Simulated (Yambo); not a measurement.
# Os (P6_3/mmc) in Yambo: further runs

One crystal, Os, is run at these levels: PBE; tasks: optical spectrum.

Program: Yambo 5.3.0. These are calculated values, not measurements. Logs are shortened: lines on timing, memory, paths and dates and some standing lists are left out, and cuts for length are marked.

## Step 1: Starting point

Symmetry: P6_3/mmc, No. 194, hexagonal system. The conventional cell has a = 2.734 Å, b = 2.734 Å, c = 4.320 Å, α = 90.00°, β = 90.00°, γ = 120.00°. Around Os (site symmetry -6m2) lie 12 Os at 2.68 to 2.73 Å.

## Step 2: Optical spectrum, PBE

optics4.in reads:

```
optics
chi
Chimod= "HARTREE"
% BndsRnXd
 1 | 41 |
%
NGsBlkXd= 1 Ry
% LongDrXd
 1 | 1 | 0 |
%
% QpntsRXd
 1 | 1 |
%
% EnRngeXd
 0 | 20 | eV
%
% DmRngeXd
 0.3 | 0.3 | eV
%
ETStpsXd= 200
```

scf.in reads:

```
&CONTROL
  calculation = 'scf'
  prefix = 'pwscf'
  outdir = './tmp'
  pseudo_dir = './pseudo'
/
&SYSTEM
  ibrav = 0
  nat = 2
  ntyp = 1
  ecutwfc = 74
  nbnd = 24
  occupations = 'smearing'
  smearing = 'fd'
  degauss = 0.00367493
  force_symmorphic = .true.
/
&ELECTRONS
  conv_thr = 4d-10
  electron_maxstep = 120
  mixing_beta = 0.5
/
ATOMIC_SPECIES
Os   190.2300 Os.upf
CELL_PARAMETERS angstrom
   2.7341000000    0.0000000000    0.0000000000
  -1.3670500000    2.3678000565    0.0000000000
   0.0000000000    0.0000000000    4.3197000000
ATOMIC_POSITIONS crystal
Os     0.6666666667    0.3333333333    0.7500000000
Os     0.3333333333    0.6666666667    0.2500000000
K_POINTS automatic
15 15 8 0 0 0
```

nscf.in reads:

```
&CONTROL
  calculation = 'nscf'
  prefix = 'pwscf'
  outdir = './tmp'
  pseudo_dir = './pseudo'
/
&SYSTEM
  ibrav = 0
  nat = 2
  ntyp = 1
  ecutwfc = 74
  nbnd = 41
  occupations = 'smearing'
  smearing = 'fd'
  degauss = 0.00367493
  force_symmorphic = .true.
/
&ELECTRONS
  conv_thr = 1d-08
  diago_full_acc = .true.
  diago_thr_init = 1d-06
/
ATOMIC_SPECIES
Os   190.2300 Os.upf
CELL_PARAMETERS angstrom
   2.7341000000    0.0000000000    0.0000000000
  -1.3670500000    2.3678000565    0.0000000000
   0.0000000000    0.0000000000    4.3197000000
ATOMIC_POSITIONS crystal
Os     0.6666666667    0.3333333333    0.7500000000
Os     0.3333333333    0.6666666667    0.2500000000
K_POINTS automatic
15 15 8 0 0 0
```

Potentials or basis: PseudoDojo 0.4.1 SR PBE standard.

On the command line:

```
> OMP_NUM_THREADS=1 pw.x -in scf.in > scf.out
> OMP_NUM_THREADS=1 pw.x -in nscf.in > nscf.out
> cd tmp/pwscf.save; p2y; mv SAVE ../..; cd ../..
> OMP_NUM_THREADS=1 yambo
> OMP_NUM_THREADS=1 yambo -F optics4.in -J optics4 -C optics4_out
```

Yambo's report:

```text
[... sections 02.01 to 02.04 as in the set-up run ...]

  [02.05] Energies & Occupations
  ==============================

  [X] === General ===
  [X] Electronic Temperature                        :  0.258606E-1   300.100    [eV K]
  [X] Bosonic    Temperature                        :  0.258606E-1   300.100    [eV K]
  [X] Finite Temperature mode                       : yes
  [X] El. density                                   :  0.11443E+25 [cm-3]
  [X] Fermi Level                                   :  26.26216 [eV]

  [X] === Gaps and Widths ===
  [X] Conduction Band Min                           :  26.26216 [eV]
  [X] Valence Band Max                              :  26.26216 [eV]
  [X] Filled Bands                                  :  14
  [X] Metallic Bands                                :  15  18
  [X] Empty Bands                                   :   19   41

  [X] === Metallic Characters ===
  [X] N of el / N of met el                         :  32.00000   4.14925
  [X] Average metallic occ.                         :  0.259328

  [WARNING] [X] Metallic system

 [03] Transferred momenta grid and indexing
 ==========================================

 IBZ Q-points                                      :  192
 BZ  Q-points                                      :  1800

 K/Q-points units:
 rlu = crystal or reduced units; cc = cartesian coordinates; iku = interal k-units

 Q [  1]        [rlu]:  0.000000  0.000000  0.000000
 Q [  2]        [rlu]:  0.000000  0.000000  0.125000
 Q [  3]        [rlu]:  0.000000  0.000000  0.250000
 Q [  4]        [rlu]:  0.000000  0.000000  0.375000
 Q [  5]        [rlu]:  0.000000  0.000000 -0.500000
 Q [  6]        [rlu]: -0.67408E-17  0.66667E-01   0.0000
[... 42 lines left out ...]
 Q [ 49]        [rlu]:  0.066667  0.133333  0.375000
 Q [ 50]        [rlu]:  0.066667  0.133333 -0.500000

 Remaining 142 points informations can be written running with -fatlog

 [04] Dipoles
 ============

  [04.01] Setup: observables and procedures
  =========================================

  [WARNING] [x,Vnl] slows the Dipoles computation. To neglect it rename the ns.kb_pp file
  [WF-Oscillators/G space/Transverse up loader] Normalization (few states)  min/max  :  0.43368E-17   1.0000

  [WR./optics4//ndb.dipoles]------------------------------------------------------
   Brillouin Zone Q/K grids (IBZ/BZ)                :   192  1800   192  1800
   RL vectors                                       :  2671 [WF]
   Fragmentation                                    : yes
   Electronic Temperature                           :  300.1000 [K]
   Bosonic    Temperature                           :  300.1000 [K]
   DIP band range                                   :    1   41
   DIP band range limits                            :  18  15
   DIP e/h energy range                             : -1.000000 -1.000000 [eV]
   RL vectors in the sum                            :  2671
   [r,Vnl] included                                 : yes
   Bands ordered                                    : yes
   Direct v evaluation                              : no
   Approach used                                    : G-space v
   Dipoles computed                                 : R V P [G-space]
   Wavefunctions                                    : Perdew, Burke & Ernzerhof(X)+Perdew, Burke & Ernzerhof(C)

  [WARNING] [r,Vnl^pseudo] included in position and velocity dipoles.

  [WARNING] In case H contains other non local terms, these are neglected

 [05] Optics
 ===========

 [X-CG] R(p) Tot o/o(of R):    40681   744044      100

 [WARNING] The system is a metal but Drude term not included.
```

Run time: 3.8 min. Hardware: 1 thread of Arm Neoverse V1, shared host; peak memory 1 GiB.

Results:

* Band gap on the k mesh, mean-field level: none (metal or under the smearing width)

Dielectric function (along the field direction of the input):
| energy (eV) | real part | imaginary part |
| --- | --- | --- |
| 0.30 | 36.70 | 5.65 |
| 1.31 | 29.82 | 7.44 |
| 2.31 | 36.57 | 28.18 |
| 3.32 | 5.39 | 34.31 |
| 4.42 | -8.48 | 22.69 |
| 5.43 | -7.31 | 11.50 |
| 6.43 | -5.25 | 7.19 |
| 7.54 | -3.22 | 4.30 |
| 8.54 | -0.90 | 3.72 |
| 9.55 | 0.04 | 3.91 |
| 10.65 | -0.19 | 4.72 |
| 11.66 | -0.52 | 3.32 |
| 12.66 | -0.30 | 2.64 |
| 13.77 | 0.10 | 2.47 |
| 14.77 | 0.57 | 2.24 |
| 15.78 | 1.46 | 2.54 |
| 16.88 | 1.18 | 3.95 |
| 17.89 | 0.13 | 4.56 |
| 18.89 | -1.37 | 3.92 |
| 20.00 | -1.57 | 2.52 |

Caveat: the intraband (Drude) term of the metal is left out; these spectra lack excitons. The run has no spin-orbit coupling, so splittings on Os are missing.

## Step 3: Optical spectrum, PBE

optics5.in reads:

```
optics
chi
Chimod= "IP"
% BndsRnXd
 1 | 41 |
%
% LongDrXd
 1 | 1 | 1 |
%
% QpntsRXd
 1 | 1 |
%
% EnRngeXd
 0 | 20 | eV
%
% DmRngeXd
 0.2 | 0.2 | eV
%
ETStpsXd= 200
```

scf.in is that of step 2.

nscf.in is that of step 2.

Potentials or basis: PseudoDojo 0.4.1 SR PBE standard.

On the command line:

```
> OMP_NUM_THREADS=1 pw.x -in scf.in > scf.out
> OMP_NUM_THREADS=1 pw.x -in nscf.in > nscf.out
> cd tmp/pwscf.save; p2y; mv SAVE ../..; cd ../..
> OMP_NUM_THREADS=1 yambo
> mv SAVE/ns.kb_pp_pwscf SAVE/ns.kb_pp_pwscf_off
> OMP_NUM_THREADS=1 yambo -F optics5.in -J optics5 -C optics5_out
```

Yambo's report:

```text
[... sections 02.01 to 02.04 as in the set-up run ...]

  [02.05] Energies & Occupations
  ==============================

  [X] === General ===
  [X] Electronic Temperature                        :  0.258606E-1   300.100    [eV K]
  [X] Bosonic    Temperature                        :  0.258606E-1   300.100    [eV K]
  [X] Finite Temperature mode                       : yes
  [X] El. density                                   :  0.11443E+25 [cm-3]
  [X] Fermi Level                                   :  26.26216 [eV]

  [X] === Gaps and Widths ===
  [X] Conduction Band Min                           :  26.26216 [eV]
  [X] Valence Band Max                              :  26.26216 [eV]
  [X] Filled Bands                                  :  14
  [X] Metallic Bands                                :  15  18
  [X] Empty Bands                                   :   19   41

  [X] === Metallic Characters ===
  [X] N of el / N of met el                         :  32.00000   4.14925
  [X] Average metallic occ.                         :  0.259328

  [WARNING] [X] Metallic system

 [03] Transferred momenta grid and indexing
 ==========================================

 IBZ Q-points                                      :  192
 BZ  Q-points                                      :  1800

 K/Q-points units:
 rlu = crystal or reduced units; cc = cartesian coordinates; iku = interal k-units

 Q [  1]        [rlu]:  0.000000  0.000000  0.000000
 Q [  2]        [rlu]:  0.000000  0.000000  0.125000
 Q [  3]        [rlu]:  0.000000  0.000000  0.250000
 Q [  4]        [rlu]:  0.000000  0.000000  0.375000
 Q [  5]        [rlu]:  0.000000  0.000000 -0.500000
 Q [  6]        [rlu]: -0.67408E-17  0.66667E-01   0.0000
[... 42 lines left out ...]
 Q [ 49]        [rlu]:  0.066667  0.133333  0.375000
 Q [ 50]        [rlu]:  0.066667  0.133333 -0.500000

 Remaining 142 points informations can be written running with -fatlog

 [04] Dipoles
 ============

  [04.01] Setup: observables and procedures
  =========================================

  [WF-Oscillators/G space/Transverse up loader] Normalization (few states)  min/max  :  0.43368E-17   1.0000

  [WR./optics5//ndb.dipoles]------------------------------------------------------
   Brillouin Zone Q/K grids (IBZ/BZ)                :   192  1800   192  1800
   RL vectors                                       :  2671 [WF]
   Fragmentation                                    : yes
   Electronic Temperature                           :  300.1000 [K]
   Bosonic    Temperature                           :  300.1000 [K]
   DIP band range                                   :    1   41
   DIP band range limits                            :  18  15
   DIP e/h energy range                             : -1.000000 -1.000000 [eV]
   RL vectors in the sum                            :  2671
   [r,Vnl] included                                 : no
   Bands ordered                                    : yes
   Direct v evaluation                              : no
   Approach used                                    : G-space v
   Dipoles computed                                 : R V P [G-space]
   Wavefunctions                                    : Perdew, Burke & Ernzerhof(X)+Perdew, Burke & Ernzerhof(C)

  [WARNING] [r,Vnl^pseudo] not included in position and velocity dipoles

  [WARNING] In case H contains other non local terms, also these are neglected

 [05] Optics
 ===========

 [X-CG] R(p) Tot o/o(of R):    40681   744044      100

 [WARNING] The system is a metal but Drude term not included.
```

o-optics5.eps_q1_ip:

```text
# Absorption @ Q(1):  0.577350269     0.577350269     0.577350269    [q->0 direction]
#
# [ X ] Hartree size                              :  1
# [GEN] GF Energies                               : Perdew, Burke & Ernzerhof(X)+Perdew, Burke & Ernzerhof(C)
# [GEN] Green`s Function                          : Retarded
#
# [GEN] Gauge                                     : Length
# [GEN] [r,Vnl] included                          : no
#
#    E[1] [eV]          Im(eps)            Re(eps)
#
        0.000000           0.19704E-16        37.73403
        0.100503           1.697738           37.71362
        0.201005           3.459995           37.49247
        0.301508           5.014211           37.15108
        0.402010           6.670235           37.01861
        0.502513           8.809518           36.69053
[... 192 lines left out ...]
        19.89950           2.496297          -1.540533
        20.00000           2.387249          -1.551137
#
```

Wall time 3.5 min (1 thread of Arm Neoverse V1, shared host); peak memory 0.34 GiB.

Results:

```
Band gap on the k mesh, mean-field level : none (metal or under the smearing width)
```

Dielectric function (along the field direction of the input):
| energy (eV) | real part | imaginary part |
| --- | --- | --- |
| 0.30 | 37.15 | 5.01 |
| 1.31 | 25.44 | 12.77 |
| 2.31 | 32.36 | 26.32 |
| 3.32 | 2.39 | 28.75 |
| 4.42 | -6.06 | 20.37 |
| 5.43 | -7.39 | 10.93 |
| 6.43 | -4.54 | 6.13 |
| 7.54 | -2.91 | 3.62 |
| 8.54 | -0.31 | 3.25 |
| 9.55 | 0.28 | 3.65 |
| 10.65 | -0.04 | 4.61 |
| 11.66 | 0.06 | 3.10 |
| 12.66 | 0.11 | 2.33 |
| 13.77 | 0.53 | 2.68 |
| 14.77 | 0.78 | 2.19 |
| 15.78 | 1.56 | 2.78 |
| 16.88 | 0.87 | 4.10 |
| 17.89 | 0.01 | 4.45 |
| 18.89 | -1.50 | 3.79 |
| 20.00 | -1.55 | 2.39 |

Caveat: the intraband (Drude) term of the metal is left out; independent-particle spectra lack excitons.
